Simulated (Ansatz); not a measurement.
# SiH₂Cl₂ + NH₃: a complex and its separated parts, part 2 of 2

Ansatz 0.2.0, Gaussian basis. Earlier steps stand in the parts before.

## 13. CAM-B3LYP-D4/def2-TZVPP

The inputs:

parta/in.yaml

```yaml
crystal:
  periodic: [false, false, false]
  atoms:
    - {symbol: Si, position_ang: [-0.976720, 0.294156, -0.596582]}
    - {symbol: Cl, position_ang: [-0.117846, -1.555365, -0.662708]}
    - {symbol: H, position_ang: [-0.958728, 0.867433, -1.955990]}
    - {symbol: H, position_ang: [-2.341707, 0.157192, -0.053430]}
    - {symbol: Cl, position_ang: [0.090725, 1.519706, 0.636852]}
basis:
  gaussian: {orbitals: def2-TZVPP}
hamiltonian: {xc: {name: CAM-B3LYP}, dispersion: d4}
```

partb/in.yaml

```yaml
crystal:
  periodic: [false, false, false]
  atoms:
    - {symbol: H, position_ang: [1.138843, -1.207915, 0.338640]}
    - {symbol: N, position_ang: [0.842986, -0.255363, 0.513521]}
    - {symbol: H, position_ang: [0.703349, -0.166349, 1.512554]}
    - {symbol: H, position_ang: [1.619098, 0.346706, 0.267244]}
basis:
  gaussian: {orbitals: def2-TZVPP}
hamiltonian: {xc: {name: CAM-B3LYP}, dispersion: d4}
```

The same command starts each run, in its folder.

The run is started by

```sh
ansatz run in.yaml --threads 4 --pin off --events-out ev --progress --plain --max-ram 9574MiB
```

Output in parta (excerpt; [...] marks lines left out):

```text
Functional definition: CAM-B3LYP
  name "CAM-B3LYP"
  cite "Yanai, Tew & Handy, Chem. Phys. Lett. 393, 51 (2004) doi:10.1016/j.cplett.2004.06.011"
  cite "Iikura, Tsuneda, Yanai & Hirao, J. Chem. Phys. 115, 3540 (2001) doi:10.1063/1.1383587"
  cite "Becke, Phys. Rev. A 38, 3098 (1988) doi:10.1103/PhysRevA.38.3098"
  cite "Lee, Yang & Parr, Phys. Rev. B 37, 785 (1988) doi:10.1103/PhysRevB.37.785"
[...]
1035 factors; their error is unknown
194 factors; integrals over basis functions are off by at most 1.5e-5 eV
[...]
mean field -32960.15139084 eV, -1211.2632224204 hartree, gradient 6.4e-5 eV, S^2 0.000000; 0 other end points of the search recorded, 0 dependent functions left out
reference -32960.15151167 eV, -1211.2632268607 hartree; 25, 25 occupied and 129, 129 virtual orbitals, 1035 factors
Total energy: -32960.25789338 eV, -1211.2671363166 hartree
```

partb printed (excerpt; [...] marks lines left out):

```text
[... 6 set-up lines as earlier in the session ...]
[...]
  # Exact exchange under (alpha + beta erf(omega r))/r, Becke's under what is left of 1/r.
[...]
332 factors; their error is unknown
102 factors; integrals over basis functions are off by at most 1.4e-5 eV
[...]
mean field -1539.00929907 eV, -56.5575485627 hartree, gradient 6.3e-5 eV, S^2 0.000000; 0 other end points of the search recorded, 0 dependent functions left out
reference -1539.00936715 eV, -56.5575510648 hartree; 5, 5 occupied and 68, 68 virtual orbitals, 332 factors
Total energy: -1539.01809258 eV, -56.5578717182 hartree
```

Wall times: 1.4 s (parta), 0.25 s (partb) on 4 threads of Arm Neoverse V2, shared host.

## 14. wB97X-V/def2-TZVPP

The same edit goes into each in.yaml of step 13 (parta, partb):

```diff
-hamiltonian: {xc: {name: CAM-B3LYP}, dispersion: d4}
+hamiltonian: {xc: {name: wB97X-V}}
```

One command serves all of them, each in its own folder.

The run is started by

```sh
ansatz run in.yaml --threads 4 --pin off --events-out ev --progress --plain --max-ram 9574MiB
```

Output in parta (excerpt; [...] marks lines left out):

```text
Functional definition: wB97X-V
  name "wB97X-V"
  cite "Mardirossian & Head-Gordon, Phys. Chem. Chem. Phys. 16, 9904 (2014) doi:10.1039/C3CP54374A"
[... 2 set-up lines as earlier in the session ...]
[...]
      + integral(e_c_pw_opposite_spin*poly(b97_u_opposite, cos0, cos1)) + vv10(b, c)
1029 factors; their error is unknown
174 factors; integrals over basis functions are off by at most 4.4e-5 eV
[...]
mean field -32954.30096744 eV, -1211.0482233261 hartree, gradient 2.5e-5 eV, S^2 0.000000; 0 other end points of the search recorded, 0 dependent functions left out
reference -32954.30096582 eV, -1211.0482232666 hartree; 25, 25 occupied and 129, 129 virtual orbitals, 1029 factors
Total energy: -32954.30096582 eV, -1211.0482232666 hartree
```

Log of partb (excerpt; [...] marks lines left out):

```text
[... 5 set-up lines as earlier in the session ...]
[...]
      + integral(e_c_pw_opposite_spin*poly(b97_u_opposite, cos0, cos1)) + vv10(b, c)
332 factors; their error is unknown
93 factors; integrals over basis functions are off by at most 8.0e-6 eV
[...]
mean field -1539.14323850 eV, -56.5624707461 hartree, gradient 1.3e-5 eV, S^2 0.000000; 0 other end points of the search recorded, 0 dependent functions left out
reference -1539.14323740 eV, -56.5624707057 hartree; 5, 5 occupied and 68, 68 virtual orbitals, 332 factors
Total energy: -1539.14323740 eV, -56.5624707057 hartree
```

Times: 3 s (parta), 0.51 s (partb) on 4 threads of Arm Neoverse V2, shared host.

## 15. wB97M-V/def2-TZVPP

Each input of step 14 (parta, partb) changes in the same lines:

```diff
-hamiltonian: {xc: {name: wB97X-V}}
+hamiltonian: {xc: {name: wB97M-V}}
```

Each run has its own folder and the same command.

The run is started by

```sh
ansatz run in.yaml --threads 4 --pin off --events-out ev --progress --plain --max-ram 9574MiB
```

parta printed (excerpt; [...] marks lines left out):

```text
Functional definition: wB97M-V
  name "wB97M-V"
  cite "Mardirossian & Head-Gordon, J. Chem. Phys. 144, 214110 (2016) doi:10.1063/1.4952647"
[... 2 set-up lines as earlier in the session ...]
  # Of w^i u^j: cxij and so on, Table III.
[...]
  gx(w, u) = 1 - cx + cx01*u + cx10*w
[...]
      + integral(e_c_pw_mod_opposite_spin*gos(b97_w_opposite, b97_u_opposite)) + vv10(b, c)
1029 factors; their error is unknown
174 factors; integrals over basis functions are off by at most 4.4e-5 eV
[...]
mean field -32957.38227426 eV, -1211.1614592629 hartree, gradient 2.2e-5 eV, S^2 0.000000; 0 other end points of the search recorded, 0 dependent functions left out
reference -32957.38231354 eV, -1211.1614607065 hartree; 25, 25 occupied and 129, 129 virtual orbitals, 1029 factors
Total energy: -32957.38231354 eV, -1211.1614607065 hartree
```

partb printed (excerpt; [...] marks lines left out):

```text
[... 5 set-up lines as earlier in the session ...]
  # Of w^i u^j: cxij and so on, Table III.
[...]
  gx(w, u) = 1 - cx + cx01*u + cx10*w
[...]
      + integral(e_c_pw_mod_opposite_spin*gos(b97_w_opposite, b97_u_opposite)) + vv10(b, c)
332 factors; their error is unknown
93 factors; integrals over basis functions are off by at most 8.0e-6 eV
[...]
mean field -1538.84210147 eV, -56.5514041643 hartree, gradient 5.5e-5 eV, S^2 0.000000; 0 other end points of the search recorded, 0 dependent functions left out
reference -1538.84212834 eV, -56.5514051519 hartree; 5, 5 occupied and 68, 68 virtual orbitals, 332 factors
Total energy: -1538.84212834 eV, -56.5514051519 hartree
```

They took 3.5 s (parta), 0.5 s (partb) on 4 threads of Arm Neoverse V2, shared host.

## 16. B2PLYP/def2-TZVPP

The same edit goes into each in.yaml of step 15 (parta, partb):

```diff
-hamiltonian: {xc: {name: wB97M-V}}
+hamiltonian: {xc: {name: B2PLYP}}
```

One command serves all of them, each in its own folder.

The run is started by

```sh
ansatz run in.yaml --threads 4 --pin off --events-out ev --progress --plain --max-ram 9574MiB
```

Output in parta (excerpt; [...] marks lines left out):

```text
Functional definition: B2PLYP
  name "B2PLYP"
  cite "Grimme, J. Chem. Phys. 124, 034108 (2006) doi:10.1063/1.2148954"
[... 2 set-up lines as earlier in the session ...]
[...]
895 factors; integrals over basis functions are off by at most 7.5e-4 eV
[...]
mean field -32944.41583495 eV, -1210.6849514073 hartree, gradient 9.5e-6 eV, S^2 0.000000; 0 other end points of the search recorded, 0 dependent functions left out
15 core orbitals not correlated: weight in the atoms' cores, before any rotation towards them, 1.000 or more for the frozen orbitals, at most 0.000 for the correlated occupied ones
reference -32944.41599361 eV, -1210.6849572379 hartree; 10, 10 occupied and 129, 129 virtual orbitals, 895 factors
second order -16.57667083 eV of doubles, -0.00000000 eV of singles
Total energy: -32948.89169473 eV, -1210.8494362205 hartree
```

partb printed (excerpt; [...] marks lines left out):

```text
[... 5 set-up lines as earlier in the session ...]
[...]
416 factors; integrals over basis functions are off by at most 1.3e-3 eV
[...]
mean field -1536.38003625 eV, -56.4609249363 hartree, gradient 8.3e-6 eV, S^2 0.000000; 0 other end points of the search recorded, 0 dependent functions left out
1 core orbitals not correlated: weight in the atoms' cores, before any rotation towards them, 1.000 or more for the frozen orbitals, at most 0.000 for the correlated occupied ones
reference -1536.38012647 eV, -56.4609282518 hartree; 4, 4 occupied and 68, 68 virtual orbitals, 416 factors
second order -7.62130488 eV of doubles, -0.00000000 eV of singles
Total energy: -1538.43787878 eV, -56.5365492546 hartree
```

Times: 1.8 s (parta), 0.3 s (partb) on 4 threads of Arm Neoverse V2, shared host.

## 17. PBE-QIDH/def2-TZVPP

Each input of step 16 (parta, partb) changes in the same lines:

```diff
-hamiltonian: {xc: {name: B2PLYP}}
+hamiltonian: {xc: {name: PBE-QIDH}}
```

The same command starts each run, in its folder.

The run is started by

```sh
ansatz run in.yaml --threads 4 --pin off --events-out ev --progress --plain --max-ram 9574MiB
```

Output in parta (excerpt; [...] marks lines left out):

```text
Functional definition: PBE-QIDH
  name "PBE-QIDH"
  cite "Brémond, Sancho-García, Pérez-Jiménez & Adamo, J. Chem. Phys. 141, 031101 (2014) doi:10.1063/1.4890314"
[... 1 set-up line as earlier in the session ...]
[...]
895 factors; integrals over basis functions are off by at most 7.5e-4 eV
[...]
mean field -32935.76249241 eV, -1210.3669469345 hartree, gradient 5.1e-6 eV, S^2 0.000000; 0 other end points of the search recorded, 0 dependent functions left out
15 core orbitals not correlated: weight in the atoms' cores, before any rotation towards them, 1.000 or more for the frozen orbitals, at most 0.000 for the correlated occupied ones
reference -32935.76250365 eV, -1210.3669473476 hartree; 10, 10 occupied and 129, 129 virtual orbitals, 895 factors
second order -15.39283788 eV of doubles, -0.00000000 eV of singles
Total energy: -32940.89344962 eV, -1210.5555061338 hartree
```

partb printed (excerpt; [...] marks lines left out):

```text
[... 4 set-up lines as earlier in the session ...]
[...]
416 factors; integrals over basis functions are off by at most 1.3e-3 eV
[...]
mean field -1535.33257480 eV, -56.4224314382 hartree, gradient 2.1e-6 eV, S^2 0.000000; 0 other end points of the search recorded, 0 dependent functions left out
1 core orbitals not correlated: weight in the atoms' cores, before any rotation towards them, 1.000 or more for the frozen orbitals, at most 0.000 for the correlated occupied ones
reference -1535.33258157 eV, -56.4224316869 hartree; 4, 4 occupied and 68, 68 virtual orbitals, 416 factors
second order -7.10251641 eV of doubles, -0.00000000 eV of singles
Total energy: -1537.70008704 eV, -56.5094359081 hartree
```

They took 1.9 s (parta), 0.35 s (partb) on 4 threads of Arm Neoverse V2, shared host.

## 18. RPA on PBE/def2-TZVPP

The same edit goes into each in.yaml of step 17 (parta, partb):

```diff
-hamiltonian: {xc: {name: PBE-QIDH}}
+hamiltonian: {xc: pbe}
+correlation: {method: rpa}
```

One command serves all of them, each in its own folder.

The run is started by

```sh
ansatz run in.yaml --threads 4 --pin off --events-out ev --progress --plain --max-ram 9574MiB
```

Output in parta (excerpt; [...] marks lines left out):

```text
[... 4 set-up lines as earlier in the session ...]
[...]
895 factors; integrals over basis functions are off by at most 7.5e-4 eV
[...]
mean field -32944.78015196 eV, -1210.6983398106 hartree, gradient 1.8e-6 eV, S^2 0.000000; 0 other end points of the search recorded, 0 dependent functions left out
15 core orbitals not correlated: weight in the atoms' cores, before any rotation towards them, 1.000 or more for the frozen orbitals, at most 0.000 for the correlated occupied ones
reference -32903.96011518 eV, -1209.1982311275 hartree; 10, 10 occupied and 129, 129 virtual orbitals, 895 factors
Total energy: -32927.22659918 eV, -1210.0532586439 hartree
```

Output in partb (excerpt; [...] marks lines left out):

```text
[... 4 set-up lines as earlier in the session ...]
[...]
416 factors; integrals over basis functions are off by at most 1.3e-3 eV
[...]
mean field -1537.73161173 eV, -56.5105944190 hartree, gradient 7.1e-6 eV, S^2 0.000000; 0 other end points of the search recorded, 0 dependent functions left out
1 core orbitals not correlated: weight in the atoms' cores, before any rotation towards them, 1.000 or more for the frozen orbitals, at most 0.000 for the correlated occupied ones
reference -1529.64046675 eV, -56.2132503254 hartree; 4, 4 occupied and 68, 68 virtual orbitals, 416 factors
Total energy: -1540.11761452 eV, -56.5982784046 hartree
```

They took 1.6 s (parta), 0.35 s (partb) on 4 threads of Arm Neoverse V2, shared host.

## 19. CCSD(T)/def2-TZVPP

Each input of step 18 (parta, partb) changes in the same lines:

```diff
-hamiltonian: {xc: pbe}
-correlation: {method: rpa}
+correlation: {method: ccsd_t}
```

One command serves all of them, each in its own folder.

The run is started by

```sh
ansatz run in.yaml --threads 4 --pin off --events-out ev --progress --plain --max-ram 9574MiB
```

parta printed (excerpt; [...] marks lines left out):

```text
Functional definition: HF
  name "HF"
  cite "Fock, Z. Phys. 61, 126 (1930) doi:10.1007/BF01340294"
[... 1 set-up line as earlier in the session ...]
[...]
895 factors; integrals over basis functions are off by at most 7.5e-4 eV
[...]
mean field -32905.04945878 eV, -1209.2382637664 hartree, gradient 3.6e-6 eV, S^2 0.000000; 0 other end points of the search recorded, 0 dependent functions left out
15 core orbitals not correlated: weight in the atoms' cores, before any rotation towards them, 1.000 or more for the frozen orbitals, at most 0.000 for the correlated occupied ones
reference -32905.04945878 eV, -1209.2382637664 hartree; 10, 10 occupied and 129, 129 virtual orbitals, 895 factors
second order -13.60627904 eV of doubles, -0.00000000 eV of singles
cycle   1  -14.47395606 eV  change   -8.7e-1 eV  update   7.1e-2
[...]
cycle   8  -14.84733187 eV  change   -1.3e-5 eV  update   1.6e-5
perturbative correction -0.59987723 eV, -0.0220450815 hartree
Total energy: -32920.49666788 eV, -1209.8059382304 hartree
```

Log of partb (excerpt; [...] marks lines left out):

```text
[... 4 set-up lines as earlier in the session ...]
[...]
416 factors; integrals over basis functions are off by at most 1.3e-3 eV
[...]
mean field -1529.85233593 eV, -56.2210363741 hartree, gradient 4.0e-6 eV, S^2 0.000000; 0 other end points of the search recorded, 0 dependent functions left out
1 core orbitals not correlated: weight in the atoms' cores, before any rotation towards them, 1.000 or more for the frozen orbitals, at most 0.000 for the correlated occupied ones
reference -1529.85233593 eV, -56.2210363741 hartree; 4, 4 occupied and 68, 68 virtual orbitals, 416 factors
second order -6.38843709 eV of doubles, -0.00000000 eV of singles
cycle   1  -6.57746214 eV  change   -1.9e-1 eV  update   3.9e-2
[...]
cycle   9  -6.72938993 eV  change    3.4e-6 eV  update   2.3e-6
perturbative correction -0.20704486 eV, -0.0076087583 hartree
Total energy: -1536.78877072 eV, -56.4759456509 hartree
```

They took 3.9 s (parta), 0.35 s (partb) on 4 threads of Arm Neoverse V2, shared host; peak memory 0.67 GiB.

## 20. Vibrations of SiH₂Cl₂

vib-parta/in.yaml

```yaml
crystal:
  periodic: [false, false, false]
  atoms:
    - {symbol: Si, position_ang: [-0.976720, 0.294156, -0.596582]}
    - {symbol: Cl, position_ang: [-0.117846, -1.555365, -0.662708]}
    - {symbol: H, position_ang: [-0.958728, 0.867433, -1.955990]}
    - {symbol: H, position_ang: [-2.341707, 0.157192, -0.053430]}
    - {symbol: Cl, position_ang: [0.090725, 1.519706, 0.636852]}
basis:
  gaussian: {orbitals: def2-TZVP}
hamiltonian: {xc: pbe0, dispersion: d4}
phonons: {temperatures: {t_min: 298.15, t_max: 900, t_step: 200}}
```

The run is started by

```sh
ansatz run in.yaml --threads 4 --pin off --events-out ev --progress --plain --max-ram 9574MiB
```

The log of the run (excerpt; [...] marks lines left out):

```text
[... 5 set-up lines as earlier in the session ...]
[...]
892 factors; their error is unknown
[...]
mean field -32947.64892953 eV, -1210.8037654417 hartree, gradient 6.1e-5 eV, S^2 0.000000; 0 other end points of the search recorded, 0 dependent functions left out
[...]
Atom 2 at    -0.958728     0.867433    -1.955990 Å, force     0.000406    -0.000198     0.000402 eV/Å
Atom 3 at    -2.341707     0.157192    -0.053430 Å, force     0.000581    -0.000118     0.000186 eV/Å
Atom 4 at     0.090725     1.519706     0.636852 Å, force     0.000169    -0.000088     0.000096 eV/Å
Dipole moment:    -0.197199     0.063876    -0.119498 e Å
Vibrations: 185.46 529.28 591.97 593.43 706.53 870.46 950.50 2272.13 2285.84 cm⁻¹, zero-point energy 0.557036 eV
```

Wall time 23 s (4 threads of Arm Neoverse V2, shared host).

Wavenumbers and character of the modes:

```tsv
mode	wavenumber (cm⁻¹)	character
1	185	bend
2	529	Si–Cl stretch
3	592	Si–Cl stretch
4	593	bend
5	707	bend
6	870	bend
7	950	bend
8	2272	Si–H stretch
9	2286	Si–H stretch
```

Vibrational sums (real modes only):

```tsv
T (K)	entropy (J/mol/K)	heat capacity (J/mol/K)
298	18.2	29.0
498	37.3	44.7
698	53.8	53.4
898	68.0	59.0
```

## 21. Vibrations of NH₃

vib-partb/in.yaml

```yaml
crystal:
  periodic: [false, false, false]
  atoms:
    - {symbol: H, position_ang: [1.138843, -1.207915, 0.338640]}
    - {symbol: N, position_ang: [0.842986, -0.255363, 0.513521]}
    - {symbol: H, position_ang: [0.703349, -0.166349, 1.512554]}
    - {symbol: H, position_ang: [1.619098, 0.346706, 0.267244]}
basis:
  gaussian: {orbitals: def2-TZVP}
hamiltonian: {xc: pbe0, dispersion: d4}
phonons: {temperatures: {t_min: 298.15, t_max: 900, t_step: 200}}
```

The run is started by

```sh
ansatz run in.yaml --threads 4 --pin off --events-out ev --progress --plain --max-ram 9574MiB
```

The log of the run (excerpt; [...] marks lines left out):

```text
[... 5 set-up lines as earlier in the session ...]
[...]
287 factors; their error is unknown
[...]
mean field -1537.79931039 eV, -56.5130822991 hartree, gradient 1.3e-5 eV, S^2 0.000000; 0 other end points of the search recorded, 0 dependent functions left out
[...]
Atom 1 at     0.842986    -0.255363     0.513521 Å, force     0.003489    -0.000638     0.002302 eV/Å
Atom 2 at     0.703349    -0.166349     1.512554 Å, force     0.000516    -0.000318    -0.003812 eV/Å
Atom 3 at     1.619098     0.346706     0.267244 Å, force    -0.002975    -0.002274     0.000936 eV/Å
Dipole moment:     0.291601    -0.081781     0.180739 e Å
Vibrations: 1031.70 1669.70 1669.73 3501.33 3630.35 3630.40 cm⁻¹, zero-point energy 0.938138 eV
```

Wall time 1.5 s (4 threads of Arm Neoverse V2, shared host).

The modes, with what each moves most:

```tsv
mode	wavenumber (cm⁻¹)	character
1	1032	bend
2	1670	bend
3	1670	bend
4	3501	N–H stretch
5	3630	N–H stretch
6	3630	N–H stretch
```

Vibrational sums (real modes only):

```tsv
T (K)	entropy (J/mol/K)	heat capacity (J/mol/K)
298	0.4	1.8
498	2.6	7.4
698	6.0	13.4
898	10.0	18.8
```

## 22. Complex less separated parts

The complex's own energies come from single points at the same levels.

Rows are in def2-TZVPP; times add the 3 runs of a level on a shared host, so small differences are noise.

Differences are taken before rounding.

```tsv
method	rung	complex less parts (kcal/mol)	from CCSD(T) (kcal/mol)	time
SPW92	LDA	-9.74	-11.84	1.8 s
PBE-D4	GGA	-1.60	-3.70	2.9 s
BLYP-D4	GGA	1.57	-0.53	2.9 s
r2SCAN-D4	meta-GGA	-0.64	-2.74	6.4 s
B97M-V	meta-GGA	1.45	-0.65	13 s
PBE0-D4	hybrid	-1.50	-3.59	4.4 s
B3LYP-D4	hybrid	1.30	-0.80	4 s
r2SCAN0-D4	hybrid	-0.96	-3.06	7.6 s
BHLYP-D4	hybrid	1.28	-0.82	3.9 s
CAM-B3LYP-D4	range-separated hybrid	0.71	-1.39	4.4 s
wB97X-V	range-separated hybrid	0.46	-1.64	10 s
wB97M-V	range-separated hybrid	-0.24	-2.34	12 s
B2PLYP	double hybrid	3.24	+1.15	6.6 s
PBE-QIDH	double hybrid	-0.23	-2.33	6.9 s
RPA on PBE	RPA	4.20	+2.11	6.4 s
Hartree-Fock	wavefunction	9.49	+7.39	
MP2	wavefunction	1.05	-1.05	
CCSD	wavefunction	3.19	+1.09	
CCSD(T)	wavefunction	2.10	0	85 s
```

Among the levels timed on like hardware and quicker than the yardstick, those that no quicker one beats, quickest first: SPW92 (1.8 s, -11.84 kcal/mol); PBE-D4 (2.9 s, -3.70 kcal/mol); BLYP-D4 (2.9 s, -0.53 kcal/mol).

For cost: BLYP-D4 gets within 0.53 kcal/mol in 2.9 s, where CCSD(T) took 85 s; the quickest level in the cost chart, SPW92, takes 1.8 s and misses by 11.84 kcal/mol.

The complex's zero-point energy, from a separate PBE0-D4 run, is 1.632 eV.

## 23. What came out

The summary covers parts 1 to 2.

```
                              quantity           value
complex less parts, CCSD(T)/def2-TZVPP  +2.10 kcal/mol
                with zero-point energy  +5.26 kcal/mol
                 largest T1 diagnostic           0.008
```

At CCSD(T) the complex lies 2.10 kcal/mol above its parts. Among the functionals BLYP-D4 lands nearest to CCSD(T) (-0.53 kcal/mol) and SPW92 farthest (-11.84 kcal/mol). Mean unsigned error by rung: LDA 11.84, GGA 2.12, meta-GGA 1.69, hybrid 2.07, range-separated hybrid 1.79, double hybrid 1.74 kcal/mol. PBE-D4 gives a relative energy 3.70 kcal/mol too low, an error of 176 % of the reference. The complex's frequency run has imaginary modes: the structure is no minimum, so both the energy and the zero-point correction are in doubt. No counterpoise was applied, and triple zeta lacks some correlation, so the CCSD(T) reference has a basis error of its own, and close matches with it are partly luck.
